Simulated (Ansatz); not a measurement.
# U-wB97M-V/def2-SVP run of C2H3ClNSi (SMILES C[Si](Cl)C#N)

What is the energy change on altering one bond length of C2H3ClNSi at U-wB97M-V/def2-SVP? 

The calculation is run with Ansatz 0.2.0.

107 further runs of the same task are left out: 107 set aside as unsound or not needed.

### 1 The system as given

The species is C2H3ClNSi (8 atoms), meant as a doublet with charge 0. As SMILES, `C[Si](Cl)C#N`. The shape is that of a PBE0-D4/def2-TZVP optimisation.

Bond lengths: C1–Si2 1.857 Å, Si2–Cl3 2.045 Å, Si2–C4 1.842 Å, C4–N5 1.154 Å, C1–H6 1.093 Å, C1–H7 1.091 Å, C1–H8 1.092 Å. Angles: C1–Si2–Cl3 112.0°, C1–Si2–C4 109.8°, Cl3–Si2–C4 107.5°, Si2–C4–N5 174.6°, Si2–C1–H6 109.8°, Si2–C1–H7 110.5°, Si2–C1–H8 109.7°, H6–C1–H7 109.0°, H6–C1–H8 108.9°, H7–C1–H8 109.0°.

### 2 A single-point energy at U-wB97M-V/def2-SVP

run.yaml reads:

```yaml
crystal:
  periodic: [false, false, false]
  atoms:
    - symbol: C
      position_ang: [-0.710900, -0.544800, 0.782600]
    - symbol: Si
      position_ang: [0.598800, 0.648200, 0.225400]
    - symbol: Cl
      position_ang: [2.483200, -0.092800, 0.512800]
    - symbol: C
      position_ang: [0.405700, 0.989300, -1.574400]
    - symbol: "N"
      position_ang: [0.241700, 1.298400, -2.674300]
    - symbol: H
      position_ang: [-0.600600, -1.491500, 0.246800]
    - symbol: H
      position_ang: [-0.626000, -0.731800, 1.854000]
    - symbol: H
      position_ang: [-1.699700, -0.132000, 0.571400]
basis:
  gaussian: {orbitals: def2-SVP}
magnetization: {spin_polarized: true, initial_magnetization: 1}
hamiltonian: {xc: {name: wB97M-V}}
accuracy: high
output: {orbitals: {seedname: orbitals}}
```

On the command line:

```sh
$ ansatz run run.yaml --threads 1 --pin off --max-ram 3480MiB --events-out events.jsonl --progress --plain --runs-dir runs
```

The program printed:

```text
Warning: RAYON_NUM_THREADS=1 ignored (pool sized by the plan → 1); use --threads N
Functional definition: wB97M-V
  name "wB97M-V"
  parameter omega = 0.3/bohr
  parameter cx = 0.15
  parameter cx01 = 1.007
  parameter cx10 = 0.259
  parameter css00 = 0.443
  parameter css04 = -1.437
  parameter css10 = -4.535
  parameter css20 = -3.390
  parameter css43 = 4.278
  parameter cos00 = 1.000
  parameter cos10 = 1.358
  parameter cos20 = 2.924
  parameter cos21 = -8.812
  parameter cos60 = -1.390
  parameter cos61 = 9.142
  parameter b = 6.0
  parameter c = 0.01
  gx(w, u) = 1 - cx + cx01*u + cx10*w
  gss(w, u) = css00 + css04*u^4 + css10*w + css20*w^2 + css43*w^4*u^3
  gos(w, u) = cos00 + cos10*w + (cos20 + cos21*u)*w^2 + (cos60 + cos61*u)*w^6
  exchange = spin_sum(e_x_unif_sr(omega)*gx(b97_w, b97_u_x)) + cx*exact_x_sr(omega) + exact_x_lr(omega)
  correlation = spin_sum(e_c_pw_mod_same_spin*gss(b97_w, b97_u_same))
      + integral(e_c_pw_mod_opposite_spin*gos(b97_w_opposite, b97_u_opposite)) + vv10(b, c)
2038 factors; integrals over basis functions are off by at most 8.7e-9 eV
385 factors; integrals over basis functions are off by at most 1.9e-9 eV
mean field evaluation 1: about -23995.9865 eV, gradient 3.2e1 eV
mean field evaluation 2: about -23995.1450 eV, gradient 3.7e1 eV
mean field evaluation 4: about -24001.2957 eV, gradient 1.7e0 eV
mean field evaluation 8: about -24001.4674 eV, gradient 1.8e-1 eV
mean field evaluation 16: about -24001.4679 eV, gradient 6.4e-4 eV
mean field evaluation 32: about -24001.4679 eV, gradient 7.7e-8 eV
mean field -24001.46791777 eV, -882.0376771989 hartree, gradient 7.7e-8 eV, S^2 0.752067; 0 other end points of the search recorded, 0 dependent functions left out
reference -24001.46792143 eV, -882.0376773334 hartree; 27, 26 occupied and 66, 67 virtual orbitals, 2038 factors
Total energy: -24001.46792143 eV, -882.0376773334 hartree
```

Wall time 51 s (1 thread of Intel Xeon 6975P-C (Granite Rapids), shared host); peak memory 1.1 GiB.

### 3 The distorted shape

molecule.yaml reads:

```yaml
crystal:
  periodic: [false, false, false]
  atoms:
    - {symbol: C, position_ang: [-0.562619, -0.606704, 0.814272]}
    - {symbol: Si, position_ang: [0.747081, 0.586296, 0.257072]}
    - {symbol: Cl, position_ang: [2.631481, -0.154704, 0.544472]}
    - {symbol: C, position_ang: [0.553981, 0.927396, -1.542728]}
    - {symbol: N, position_ang: [0.389981, 1.236496, -2.642628]}
    - {symbol: H, position_ang: [-0.452319, -1.553404, 0.278472]}
    - {symbol: H, position_ang: [-0.477719, -0.793704, 1.885672]}
    - {symbol: H, position_ang: [-1.699700, -0.132000, 0.571400]}
basis:
  gaussian: {orbitals: def2-SVP}
total_charge: 0
magnetization: {spin_polarized: true, initial_magnetization: 1}
hamiltonian: {xc: {name: wB97M-V}}
accuracy: high
output: {orbitals: {seedname: orbitals}}
```

On the command line:

```sh
$ ansatz run molecule.yaml --threads 1 --pin off --max-ram 3480MiB --events-out events.jsonl --progress --plain --runs-dir runs
```

The program printed, cut to the lines that bear on the results:

```text
Warning: RAYON_NUM_THREADS=1 ignored (pool sized by the plan → 1); use --threads N
Functional definition: wB97M-V
  name "wB97M-V"
[...]
  gx(w, u) = 1 - cx + cx01*u + cx10*w
  gss(w, u) = css00 + css04*u^4 + css10*w + css20*w^2 + css43*w^4*u^3
  gos(w, u) = cos00 + cos10*w + (cos20 + cos21*u)*w^2 + (cos60 + cos61*u)*w^6
[...]
      + integral(e_c_pw_mod_opposite_spin*gos(b97_w_opposite, b97_u_opposite)) + vv10(b, c)
2035 factors; integrals over basis functions are off by at most 6.3e-9 eV
387 factors; integrals over basis functions are off by at most 2.4e-9 eV
[...]
mean field -24001.15810441 eV, -882.0262917677 hartree, gradient 8.2e-8 eV, S^2 0.752065; 0 other end points of the search recorded, 0 dependent functions left out
reference -24001.15810809 eV, -882.0262919030 hartree; 27, 26 occupied and 66, 67 virtual orbitals, 2035 factors
Total energy: -24001.15810809 eV, -882.0262919030 hartree
```

Run time: 50 s. Hardware: 1 thread of Intel Xeon 6975P-C (Granite Rapids), shared host; peak memory 1.1 GiB.

### 4 Summary of results

At U-wB97M-V/def2-SVP:

```
                                                         quantity          value
                                        first shape: total energy  -882.03768 Eh
                  first shape: HOMO energy (highest over α and β)       -8.47 eV
                   first shape: LUMO energy (lowest over α and β)       -1.49 eV
                                                first shape: ⟨S²⟩          0.752
                                    distorted shape: total energy  -882.02629 Eh
              distorted shape: HOMO energy (highest over α and β)       -8.47 eV
               distorted shape: LUMO energy (lowest over α and β)       -1.49 eV
                                            distorted shape: ⟨S²⟩          0.752
energy change with the C1–H8 bond stretched from 1.092 to 1.256 Å       0.310 eV
```

In words: With the C1–H8 bond stretched from 1.092 to 1.256 Å the energy rises by 0.31 eV (29.9 kJ/mol). The first shape isn't relaxed at this level, so the change isn't measured from a minimum.
